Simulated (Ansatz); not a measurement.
Crystal: Ga3Se.

```
CELL_PARAMETERS angstrom
4.43246 0.00000 0.00000
0.00000 4.43246 0.00000
0.00000 0.00000 4.43246
ATOMIC_POSITIONS crystal
Se 0.00000 0.00000 0.00000
Ga 0.50000 0.50000 0.00000
Ga 0.50000 0.00000 0.50000
Ga 0.00000 0.50000 0.50000
```

The cell comes from a database or a generator and needn't be the stable form of this composition.

Base run:

```yaml
Program: Ansatz 0.2.0
Functional: RPBE
Potentials_or_basis: Ansatz PAW
Cutoff: "420 eV (not typed: the program's choice for these potentials)"
k_mesh: 4 × 4 × 4
Occupations: fermi-dirac, width 0.05 eV
Spin: no spin polarisation
```

Its results: band gap on the k mesh none (metal or under the smearing width); pressure 1.5 GPa.

Q: The run is repeated on the same cell with these changes: functional from RPBE to PBE. What comes out?

A: Band gap on the k mesh none (metal or under the smearing width); pressure -0.2 GPa.

PBE binds more tightly than RPBE, so the same cell stands under less pressure.

Caveats: the PAW data sets come from PBE, with cores solved anew for the run's functional, which leaves a small shift of forces and pressure (some runs).
